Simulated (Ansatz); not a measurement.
Task: band-curvature effective masses by finite differences of RbLuSe2, space group R-3m, with Ansatz 0.2.0, Python API. Give the script and its output. Use (first run): PBEsol, PAW, cutoff 422 eV, 6×6×6 k-points, fixed occupations.

Contents of `rbluse2.vasp`:
```text
RbLuSe2
1.0
   2.06470000    1.19205510    7.87133333
  -2.06470000    1.19205510    7.87133333
   0.00000000   -2.38411020    7.87133333
Rb Lu Se
1 1 2
Direct
   0.00000000    0.00000000    0.00000000
   0.50000000    0.50000000    0.50000000
   0.23179000    0.23179000    0.23179000
   0.76821000    0.76821000    0.76821000
```

`mass.py`
```python
'''Band curvature masses of RbLuSe2.'''

import warnings

import ansatz
from ase.io import read
import numpy as np

FUNCTIONAL = 'pbesol'
MESH = (6, 6, 6)
FILLING = 'fixed'


def main() -> None:
    warnings.simplefilter('ignore', ansatz.DeckWarning)

    atoms = read('rbluse2.vasp', format='vasp')
    xtal = ansatz.Crystal.from_ase(atoms)

    model = xtal.calculation()
    model = model.functional(FUNCTIONAL)
    model = model.pseudopotentials('paw')
    model = model.basis(31 * ansatz.Ry)
    model = model.kpoints(*MESH, center='gamma').occupations(FILLING)
    # find the band extrema among the mesh points first
    res = model.band_table().run(threads=1, pin='off')
    report = res.report
    levels = np.array(report['eigenvalues_ev'])
    filled = round(report['n_electrons'] / 2)
    edges = {'top filled band': (filled - 1, levels[:, filled - 1].argmax()), 'lowest empty band': (filled, levels[:, filled].argmin())}
    gap = levels[:, filled].min() - levels[:, filled - 1].max()
    print(f'gap on the mesh {gap:.3f} eV')
    if gap <= 0.05:
        print('no gap: band-edge masses have no meaning here')
        edges = {}
    reciprocal = 2 * np.pi * np.linalg.inv(res.lattice.cell_ang).T
    step = 0.01  # 1/A

    # m/m_e = (hbar^2/m_e) / (d2E/dk2), with hbar^2/m_e = 7.61996 eV A^2
    pairs = [(0, 1), (0, 2), (1, 2)]
    moves = [sign * axis for axis in np.eye(3) for sign in (-1, 1)]
    moves += [s1 * np.eye(3)[i] + s2 * np.eye(3)[j] for i, j in pairs for s1 in (1, -1) for s2 in (1, -1)]
    for name, (band, index) in edges.items():
        together = int(np.sum(np.abs(levels[index] - levels[index, band]) < 2e-3))
        print(name, 'at k =', np.round(report['kpoints_frac'][index], 4), f'E = {levels[index, band]:.4f} eV, degeneracy {together}')
        centre = np.array(report['kpoints_frac'][index]) @ reciprocal
        points = [centre] + [centre + step * move for move in moves]
        table = model.band_structure(points, intervals=1, cartesian=True).run(threads=1, pin='off').band_structure().channels[0].eigenvalues_ev
        if together > 1:
            level = np.flatnonzero(np.abs(levels[index] - levels[index, band]) < 2e-3)
            along = (table[1, level] + table[2, level] - 2 * table[0, level]) / step ** 2
            print('  degenerate level, no single mass tensor; masses of its branches along x:', np.round(7.61996 / along, 3), 'm_e')
            continue
        e = table[:, band]
        hessian = np.diag((e[1:7:2] + e[2:7:2] - 2 * e[0]) / step ** 2)
        for (i, j), (pp, pm, mp, mm) in zip(pairs, e[7:].reshape(3, 4)):
            hessian[i, j] = hessian[j, i] = (pp - pm - mp + mm) / (4 * step ** 2)
        curvatures, axes = np.linalg.eigh(hessian)
        slope = (e[2:7:2] - e[1:7:2]) / (2 * step)
        print('  slope (eV A):', np.round(slope, 3) + 0.0, '' if np.abs(slope).max() < 0.05 else '- no extremum here, so these are local curvatures and no band-edge masses')
        for curvature, axis in zip(curvatures, axes.T):
            print(f'  principal mass {7.61996 / curvature:8.3f} m_e along', np.round(axis, 2) + 0.0)


if __name__ == '__main__':
    main()
```

`python mass.py` gives:
```text
gap on the mesh 1.816 eV
top filled band at k = [0. 0. 0.] E = 7.8623 eV, degeneracy 2
  degenerate level, no single mass tensor; masses of its branches along x: [-0.161 -0.681] m_e
lowest empty band at k = [ 0.  -0.5 -0.5] E = 9.6785 eV, degeneracy 1
  slope (eV A): [0. 0. 0.]
  principal mass    1.814 m_e along [0.72 0.41 0.56]
  principal mass    0.497 m_e along [-0.48 -0.28  0.83]
  principal mass    0.256 m_e along [ 0.5  -0.87  0.  ]
```

What to keep in mind:
- Semilocal gaps usually lie well under measured ones.
- The computed bands are complete only to about 5.1 eV above the Fermi level.
- The structure is a deposited one; some such entries were measured under pressure or heat, so a shift against it needn't be the functional's error alone.
- Levels are Kohn-Sham eigenvalues on this mesh, without spin-orbit coupling.
- The masses are finite-difference curvatures at extrema found on a coarse mesh, which needn't be the true band edges; a step that is long against the gap makes them too heavy. At a valence maximum the curvature is negative (the hole mass is its size); mixed signs mark a saddle. Spin-orbit coupling is left out, and light masses scale with the Kohn-Sham gap.
- Finished in 33 s on 1 thread of Arm Neoverse V2, with other jobs on the host, peak memory 0.57 GiB.
